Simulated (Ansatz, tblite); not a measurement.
**The cluster Be3Br4+: one state, many levels**

An exercise on one series of results from a longer session: the logs are not shown, and one member is left open.

Program: Ansatz 0.2.0, Gaussian basis. Level of theory: as each input shows. These are calculated values, not measurements.

Plan: GFN1-xTB, GFN2-xTB, PBE-D4/def2-TZVP, r2SCAN-D4/def2-TZVP, HF/def2-TZVP, B2PLYP/def2-TZVP, PBE-D4/def2-SVP, PBE0-D4/def2-SVP, HF/STO-3G, MP2/def2-TZVP, RPA/def2-TZVP.

7 further runs of the same task are left out: 5 that didn't finish, 2 set aside as unsound or not needed.

### The geometry

The geometry is that of the doublet, from an earlier relaxation (PBE0-D4/def2-SVP). At that level it is the lowest of the isomers that a small search found.

7 atoms, charge 1, spin multiplicity 2.

Bond lengths: Be1–Br4 2.327 Å, Be1–Br6 2.133 Å, Be1–Br7 2.134 Å, Be2–Br4 2.327 Å, Be2–Br5 2.134 Å, Be2–Br6 2.134 Å, Be3–Br4 2.327 Å, Be3–Br5 2.133 Å, Be3–Br7 2.133 Å. Angles: Br4–Be1–Br6 104.6°, Br4–Be1–Br7 104.6°, Br6–Be1–Br7 141.7°, Br4–Be2–Br5 104.6°, Br4–Be2–Br6 104.6°, Br5–Be2–Br6 141.7°, Br4–Be3–Br5 104.6°, Br4–Be3–Br7 104.6°, Br5–Be3–Br7 141.7°, Be1–Br4–Be2 55.6°, Be1–Br4–Be3 55.6°, Be2–Br4–Be3 55.6°, Be2–Br5–Be3 61.1°, Be1–Br6–Be2 61.1°, Be1–Br7–Be3 61.1°.

The ion is computed in the gas phase, without counter-ions or solvent.

PBE0-D4/def2-TZVP was run before; its log isn't repeated, and its numbers join the tables.

Set-up of the first run:

Tight binding, by tblite at 300 K electronic temperature and without a spin-polarisation term:

```python
tblite.interface.Calculator('GFN1-xTB', numbers, positions, charge=1, uhf=1).singlepoint()
```

Tight binding, by tblite at 300 K electronic temperature and without a spin-polarisation term:

```python
tblite.interface.Calculator('GFN2-xTB', numbers, positions, charge=1, uhf=1).singlepoint()
```

start.molden holds the orbitals of an earlier run on this state, given as this run's starting guess.

Input file in.yaml:

```yaml
crystal:
  periodic: [false, false, false]
  atoms:
    - {symbol: Be, position_ang: [-1.228965, 0.208021, -0.127175]}
    - {symbol: Be, position_ang: [0.422134, -1.165539, 0.183288]}
    - {symbol: Be, position_ang: [0.801915, 0.962915, -0.004845]}
    - {symbol: Br, position_ang: [-0.195666, 0.207081, 1.957404]}
    - {symbol: Br, position_ang: [2.346815, -0.453925, -0.401252]}
    - {symbol: Br, position_ang: [-1.425719, -1.856053, -0.629744]}
    - {symbol: Br, position_ang: [-0.720524, 2.097501, -0.977677]}
basis:
  gaussian: {orbitals: def2-TZVP, initial_orbitals: start.molden}
total_charge: 1
magnetization: {spin_polarized: true, initial_magnetization: 1}
hamiltonian: {xc: pbe, dispersion: d4}
scf: {omitted_lower_state_checks: [starts]}
output: {forces: true, orbitals: {seedname: orbitals}}
```

The run is started by

```bash
$ ansatz run in.yaml --threads 4 --pin off --events-out ev --progress --plain --max-ram 4787MiB
```

Among the steps run: PBE-D4/def2-TZVP; r2SCAN-D4/def2-TZVP; HF/def2-TZVP; B2PLYP/def2-TZVP; PBE-D4/def2-SVP; PBE0-D4/def2-SVP; HF/STO-3G; MP2/def2-TZVP; RPA/def2-TZVP.

One table of the session follows, with a row left open; its other results are not shown here.

It belongs to the step «Levels side by side». 

| level | HOMO (eV) | LUMO (eV) | gap (eV) |
| --- | --- | --- | --- |
| HF/STO-3G | -10.54 | -2.43 | 8.11 |
| HF/def2-TZVP | -12.05 | -3.87 | 8.17 |
| PBE-D4/def2-SVP | -9.42 | -8.48 | 0.94 |
| PBE-D4/def2-TZVP | -9.14 | -8.14 | 1.00 |
| r2SCAN-D4/def2-TZVP | -9.33 | -7.64 | 1.69 |
| PBE0-D4/def2-SVP | -10.34 | -7.74 | 2.60 |
| PBE0-D4/def2-TZVP | ? | ? | ? |

Estimate the missing values for PBE0-D4/def2-TZVP.

The run gave: HOMO (eV): -10.01; LUMO (eV): -7.32; gap (eV): 2.69. In the column «HOMO (eV)» it lies between PBE0-D4/def2-SVP (-10.34) and PBE-D4/def2-SVP (-9.42).
